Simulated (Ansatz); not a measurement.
This script drives Ansatz's Python interface.

`c3h3bs.py`:
```python
"""Rigid torsion scan of C3H3BS."""

import ansatz
from ase import Atoms

atoms = Atoms(["B", "C", "C", "C", "S", "H", "H", "H"], positions=[
    (-0.0633, 0.1503, 1.5862),
    (0.4409, -0.5426, 0.3155),
    (0.0546, -0.1616, -0.8931),
    (-0.1893, 0.2172, -2.059),
    (-0.7027, 0.6644, -3.5511),
    (-0.8631, 1.1169, 1.4583),
    (0.2455, -0.1522, 2.6571),
    (1.1696, -1.3496, 0.4302),
])

# start the scan from a relaxed geometry
first = (
    ansatz.Crystal.molecule_from_ase(atoms).calculation()
    .basis(gaussian="def2-SVP")
    .functional("cam_b3lyp")
    .relax(force_tolerance=0.02, max_steps=80)
)
atoms.positions = first.run(threads=1, backend="cpu").report["positions_ang"]

start = atoms.get_dihedral(2, 1, 0, 5)
energies = {}
for turn in range(0, 360, 40):
    turned = atoms.copy()
    turned.set_dihedral(2, 1, 0, 5, start + turn, indices=[0, 5, 6])
    calculation = (
        ansatz.Crystal.molecule_from_ase(turned).calculation()
        .basis(gaussian="def2-SVP")
        .functional("cam_b3lyp")
    )
    energies[round((start + turn) % 360)] = calculation.run(threads=1, backend="cpu").report["free_energy_ev"]
floor = min(energies.values())
print("dihedral C2-C1-B0-H5 (deg)   E - E(min) (kJ/mol)")
for angle, e in sorted(energies.items()):
    print(f"{angle:8d} {96.485332 * (e - floor):14.3f}  " + "#" * int(30 * (e - floor) / max(max(energies.values()) - floor, 1e-9)))
```

It is started by `python c3h3bs.py`. How long does it take on 1 thread of Intel(R) Xeon(R) Processor @ 2.30GHz (shared host), and how much memory does it need?

It took about 43 s, with a peak of 0.32 GiB, for 10 runs of the engine.

Output of `python c3h3bs.py`:
```text
dihedral C2-C1-B0-H5 (deg)   E - E(min) (kJ/mol)
       0          0.000
      40          4.096  ###########
      80         10.462  ##############################
     120          7.745  ######################
     160          1.146  ###
     200          1.157  ###
     240          7.764  ######################
     280         10.453  #############################
     320          4.077  ###########
```

The scan is rigid and the energies are electronic, in a modest basis. With rigid groups the curve can differ much from the relaxed path, the start wasn't checked as a minimum of this torsion, and equivalent turns needn't return to the same energy.
